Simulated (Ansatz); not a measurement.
# BeH8: the cost of one run

Computed with Ansatz 0.2.0 (DFT PBE, scalar-relativistic, plane waves, PAW, unless a step's input says otherwise).

## Step 1: Starting point

Symmetry: F-43m, No. 216, cubic system. Conventional cell: a = 6.396 Å, b = 6.396 Å, c = 6.396 Å, α = 90.00°, β = 90.00°, γ = 90.00°. Be (site symmetry -43m) is surrounded by 6 H at 1.30 Å. H (site symmetry 2mm) has 1 Be at 1.30 Å as nearest neighbours. H (site symmetry -43m) has 12 H at 2.28 Å as nearest neighbours. Around H (site symmetry -43m) lie 6 H at 1.90 Å.

Structure file:

```
CELL_PARAMETERS angstrom
0.00000 3.19794 3.19794
3.19794 0.00000 3.19794
3.19794 3.19794 0.00000
ATOMIC_POSITIONS crystal
Be 0.00000 0.00000 0.00000
H 0.79690 0.20310 0.20310
H 0.20310 0.79690 0.79690
H 0.20310 0.79690 0.20310
H 0.79690 0.20310 0.79690
H 0.20310 0.20310 0.79690
H 0.79690 0.79690 0.20310
H 0.25000 0.25000 0.25000
H 0.50000 0.50000 0.50000
```

A structure generator made this guess: random cell by space group and Wyckoff sites (F-43m, No. 216). Its size is a rough estimate.

## Step 2: The guess as it stands, on a coarse mesh

File input.yaml:

```yaml
crystal:
  lattice:
    - [0.0, 3.197944, 3.197944]
    - [3.197944, 0.0, 3.197944]
    - [3.197944, 3.197944, 0.0]
  atoms:
    - { symbol: Be, position: [0.0, 0.0, 0.0] }
    - { symbol: H, position: [0.79689692, 0.20310308, 0.20310308] }
    - { symbol: H, position: [0.20310308, 0.79689692, 0.79689692] }
    - { symbol: H, position: [0.20310308, 0.79689692, 0.20310308] }
    - { symbol: H, position: [0.79689692, 0.20310308, 0.79689692] }
    - { symbol: H, position: [0.20310308, 0.20310308, 0.79689692] }
    - { symbol: H, position: [0.79689692, 0.79689692, 0.20310308] }
    - { symbol: H, position: [0.25, 0.25, 0.25] }
    - { symbol: H, position: [0.5, 0.5, 0.5] }
basis:
  ecutwfc: 420
kpoints:
  mp_grid: { grid: [6, 6, 6] }
hamiltonian:
  xc: pbe
scf:
  occupations: { method: gaussian, width: 0.1 }
  lower_state_search: "off"
output:
  forces: true
  stress: true
  eigenvalues: true
```

Started as:

```bash
ansatz run input.yaml --threads 1 --pin off --max-ram 2048MiB --backend cpu --events-out ev --progress --plain --runs-dir out
```

Q: Estimate wall time and peak memory on 1 thread of Arm Neoverse V1, shared host.

About 1.5 s, with a peak of 0.28 GiB.
